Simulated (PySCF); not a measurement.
Runs of PySCF 2.14.0 on COAlF2H3. The cell holds a molecule in a box, 8 atoms: a = 12.000 Å, b = 14.000 Å, c = 13.000 Å, α = 90.00°, β = 90.00°, γ = 90.00°. 

```csv
task,level,frozen core bands,conv_tol,grid for exchange and correlation,three-body dispersion term,exxdiv,gap on the mesh (eV)
atomic charges,N12+D3,-,1e-07 Ha,"Becke, atom-centred",no,-,5.32
MP2 correlation energy,HF,9,1e-08 Ha,-,-,ewald,14.90
atomic charges,PBEsol+D4,-,1e-07 Ha,"Becke, atom-centred",yes,-,(a)
atomic charges,TPSS+D4,-,1e-07 Ha,"Becke, atom-centred",yes,-,5.61
```

Alike in all rows: potentials or basis 6-31g* (all-electron); no spin polarisation; cell as given; k mesh 1 × 1 × 1; smearing fixed.

Estimate the missing entries.

(a) 5.26.

Caveats: this is a molecule in a periodic box at the Γ point, so its band gap is the HOMO-LUMO gap; the basis of atomic orbitals isn't converged, which shifts pressures, moduli and gaps; the basis is small and the box finite, so much correlation energy is missing and levels can be off by tenths of an eV (some runs); the D4 parameters stored for this functional may belong to another (some runs).

A k mesh can miss the band edges.

Not every run made on this cell is shown here.
